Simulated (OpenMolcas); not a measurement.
**Re⁵⁺ among point charges: CASSCF and CASPT2 levels and susceptibility**

How does a field of 6 point charges split the states of Re⁵⁺, and what χT follows?

Program: OpenMolcas 26.06. Level of theory: state-averaged CASSCF and CASPT2, spin-orbit coupling by RASSI with atomic mean-field integrals. These are calculated values, not measurements, unless marked.

## (1) Starting point

* Species: Re⁵⁺ (rhenium, Z = 75, 70 electrons)
* Basis: ANO-RCC-VTZP [8s7p5d3f2g1h], 104 functions
* Scalar Hamiltonian: DKH2, point nucleus
* Inactive shells: 1s 2s 2p 3s 3p 3d 4s 4p 4d 4f 5s 5p
* Active space: 2 electrons in 5 orbitals (5d)
* Some configurations of this space: 5d²
* Orbitals: optimised for each spin and parity, averaged over all roots

The outer shells:

5d2
```
5d [↑ ][↑ ][  ][  ][  ]
```

The ion sits among 6 point charges of -1.7 e arranged as a tetragonal octahedron (D4h), 2.27 Å from the ion, with the axial distance 2.020 Å.

The work runs as a chain of OpenMolcas steps in one folder; each step below is one input file. Labels, J, g values, rates, χT and fits are worked out afterwards by a script from the matrices that RASSI stores. The input lists half of the charges; inversion (Group=XYZ) makes the rest.

## (2) GATEWAY and SEWARD: basis and integrals

The input, a.inp:

```
&GATEWAY
Coord
1

Re 0.0 0.0 0.0
Basis=ANO-RCC-VTZP
Group=XYZ
NoMove
AngMom=0.0 0.0 0.0
AMFI
XField
3 Angstrom 0
2.270000 0.000000 0.000000 -1.700000
0.000000 2.270000 0.000000 -1.700000
0.000000 0.000000 2.020300 -1.700000
&SEWARD
```

Launch:

```bash
$ OMP_NUM_THREADS=1 MOLCAS_MEM=1689 MOLCAS_PROJECT=a pymolcas a.inp > a.log
```

## (3) CASSCF: triplets of even parity, 10 roots

The input, a.inp:

```
&RASSCF
FileOrb=start.orb
Symmetry=1
Spin=3
nActEl=2 0 0
Inactive=15 19
Ras2=5 0
CIRoot=10 10 1
SDav=10
CIMx=300
Iter=120 100
PrWF=0.3
OrbListing=Nothing
MaxOrb=0
>>> COPY $Project.JobIph JOB001
```

start.orb holds the contracted functions of the basis, ordered by shell, or the orbitals of the step before.

## (4) CASSCF: singlets of even parity, 15 roots

The input, a.inp:

```
&RASSCF
FileOrb=start.orb
Symmetry=1
Spin=1
nActEl=2 0 0
Inactive=15 19
Ras2=5 0
CIRoot=15 15 1
SDav=15
CIMx=300
Iter=120 100
PrWF=0.3
OrbListing=Nothing
MaxOrb=0
>>> COPY $Project.JobIph JOB002
```

## (5) RASSI: spin-orbit coupling between the states

The input, a.inp:

```
&RASSI
NrOfJobIphs=2 10 15
1 2 3 4 5 6 7 8 9 10
1 2 3 4 5 6 7 8 9 10 11 12 13 14 15
IphNames
JOB001
JOB002
EJob
SpinOrbit
DIPRint=1.0
SOCoupling=1000.0
Subsets=2
Property=9
'ANGMOM' 1 'ANGMOM' 2 'ANGMOM' 3 'MLTPL  1' 1 'MLTPL  1' 2 'MLTPL  1' 3
'AMFI' 1 'AMFI' 2 'AMFI' 3
SOProperty=3
'ANGMOM' 1 'ANGMOM' 2 'ANGMOM' 3
```

## (6) CASPT2: IPEA 0.25, imaginary shift 0.1 (closed shells correlated: 5s 5p)

The input, a.inp:

```
>>> COPY JOB001 $Project.JobIph
&CASPT2
Multistate=10 1 2 3 4 5 6 7 8 9 10
NoMult
Frozen=14 16
IPEA=0.25
Imaginary=0.1
MaxIter=60
WThr=0.0 0.3 0.05
PrWF=0.5
NoMix
>>> COPY JOB002 $Project.JobIph
&CASPT2
Multistate=15 1 2 3 4 5 6 7 8 9 10 11 12 13 14 15
NoMult
Frozen=14 16
IPEA=0.25
Imaginary=0.1
MaxIter=60
WThr=0.0 0.3 0.05
PrWF=0.5
NoMix
```

(Steps that only read results are left out.)

Before running it: what results should come out? Wanted: spin-free ground state; first state of the same spin within the active space; lowest level; next level.

The runs gave:

```
                                            quantity                                                                        value
                                              method  SS-CASPT2, IPEA 0.25, imaginary shift 0.1 (closed shells correlated: 5s 5p)
                              spin-free ground state                                               3E, 2-fold in its orbital part
first state of the same spin within the active space                                                             3A2 at 1730 cm⁻¹
                                        lowest level                                                                    1-fold B1
                                          next level                                                                   672.0 cm⁻¹
                                         χT at 300 K                                                               0.10 cm³ K/mol
                           effective moment at 300 K                                                                      0.89 μB
```

Cost by method:

```csv
method,time of its own steps,time with the reference
A. CASSCF,13 s,13 s
"B. SS-CASPT2, IPEA 0.25, imaginary shift 0.1, +5s 5p",14 s,27 s
```

Times are of one thread on a shared host.

The spin-free ground state (3E) comes to 97 % from free-ion F terms and keeps the highest spin of the shell. χT at 300 K is 0.10, against 1.00 cm³ K/mol for the spin alone, so spin-orbit coupling lowers it. The field of point charges can differ much from that of real complexes. Point charges carry no covalency, so the field is a model and not that of real ligands.
